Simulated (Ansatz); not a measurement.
Runs of Ansatz 0.2.0 on GaF. It takes space group Pm-3m (No. 221, cubic). The conventional cell has a = 3.166 Å, b = 3.166 Å, c = 3.166 Å, α = 90.00°, β = 90.00°, γ = 90.00°. Ga (site symmetry m-3m) is surrounded by 8 F at 2.74 Å. F (site symmetry m-3m) has 8 Ga at 2.74 Å as nearest neighbours. The cell was built by a generator and needn't be a form met in nature.

```tsv
task	level	potentials or basis	k mesh	cutoff (eV)	smearing	phonons	basis error allowed	gap on the mesh (eV)	pressure (GPa)
phonons	PBE	all-electron LAPW, scalar-relativistic	8 × 8 × 8	209	fermi-dirac 0.05 eV	-	0.002 eV/atom	0.33	-
single point	PBE	all-electron LAPW, scalar-relativistic	5 × 5 × 5	197	fermi-dirac 0.04 eV	-	0.002 eV/atom	(a)	-0.2
elastic constants	PBE	all-electron LAPW, scalar-relativistic	6 × 6 × 6	209	fermi-dirac 0.05 eV	-	0.002 eV/atom	0.33	0.1
phonons	PBEsol	all-electron PAW datasets made for the crystal	8 × 8 × 8	270	fermi-dirac 0.05 eV	method dfpt	-	0.22	-
```

Alike in all rows: no spin polarisation; cell as given.

Task: Fill in the values left out.

Result: (a) 2.34.

Caveats: some modes are imaginary (some runs); an odd mesh through Γ misses points on the zone boundary, where band edges often lie (some runs); the elastic tensor has a negative eigenvalue, so either the cell is unstable as it stands or the mesh is too thin (some runs); the program warned that the printed levels may be off, so bands, gaps and densities of states are rough (some runs).

A k mesh can miss the band edges, and the runs leave out spin-orbit coupling on Ga.

The runs don't all hold the same shells in valence.
